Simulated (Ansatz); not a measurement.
# Hf3Cl: the cost of one run

Computed with Ansatz 0.2.0 (DFT PBE, scalar-relativistic, plane waves, PAW, unless a step's input says otherwise).

1 further run of the same task is left out (set aside as unsound or not needed).

## 1. The structure to begin with

Symmetry: Fm-3m, No. 225, cubic system. The conventional cell has a = 7.012 Å, b = 7.012 Å, c = 7.012 Å, α = 90.00°, β = 90.00°, γ = 90.00°. Hf (site symmetry -43m) has 4 Hf at 3.04 Å and 4 Cl at 3.04 Å as nearest neighbours. Hf (site symmetry m-3m) is surrounded by 8 Hf at 3.04 Å. Cl (site symmetry m-3m) is surrounded by 8 Hf at 3.04 Å.

Coordinates:

```xyz
4
Lattice="0.0000 3.5059 3.5059 3.5059 0.0000 3.5059 3.5059 3.5059 0.0000" Properties=species:S:1:pos:R:3 pbc="T T T"
Hf    1.7530    1.7530    1.7530
Hf    5.2589    5.2589    5.2589
Hf    3.5059    3.5059    3.5059
Cl    0.0000    0.0000    0.0000
```

The cell was relaxed beforehand at this level, from a generated guess; it is a trial structure. At a tolerance of 0.05 Å it has space group Fm-3m (No. 225); it has 21.55 Å³/atom, an uncorrected energy of +0.51 eV/atom over the elements.

## 2. Static run: bands, density of states and charges

The input, input.yaml:

```yaml
crystal:
  lattice:
    - [0.0, 3.5059475321, 3.5059475321]
    - [3.5059475321, 0.0, 3.5059475321]
    - [3.5059475321, 3.5059475321, 0.0]
  atoms:
    - { symbol: Hf, position: [0.25, 0.25, 0.25] }
    - { symbol: Hf, position: [0.75, 0.75, 0.75] }
    - { symbol: Hf, position: [0.5, 0.5, 0.5] }
    - { symbol: Cl, position: [0.0, 0.0, 0.0] }
basis:
  ecutwfc: 420
kpoints:
  mp_grid: { grid: [12, 12, 12] }
  band_path:
    path:
      - [[0.0, 0.0, 0.0], [0.5, 0.0, 0.5], [0.625, 0.25, 0.625]]
      - [[0.375, 0.375, 0.75], [0.0, 0.0, 0.0], [0.5, 0.5, 0.5], [0.5, 0.25, 0.75], [0.5, 0.0, 0.5]]
    npoints: 14
hamiltonian:
  xc: pbe
scf:
  occupations: { method: gaussian, width: 0.1 }
  n_extra_bands: 10
output:
  forces: true
  stress: true
  eigenvalues: true
  populations: true
  dos: { projected: true, de: 0.02, nscf_kmesh: { grid: [15, 15, 15] } }
  bader: true
  write_density: true
  write_potential: true
  elf: true
  volumetric_format: npy
```

Command:

```sh
ansatz run input.yaml --threads 1 --pin off --max-ram 2048MiB --backend cpu --events-out ev --progress --plain --runs-dir out
```

Q: Estimate wall time and peak memory on 1 thread of Arm Neoverse V2, shared host.

About 66 s, with a peak of 0.6 GiB.
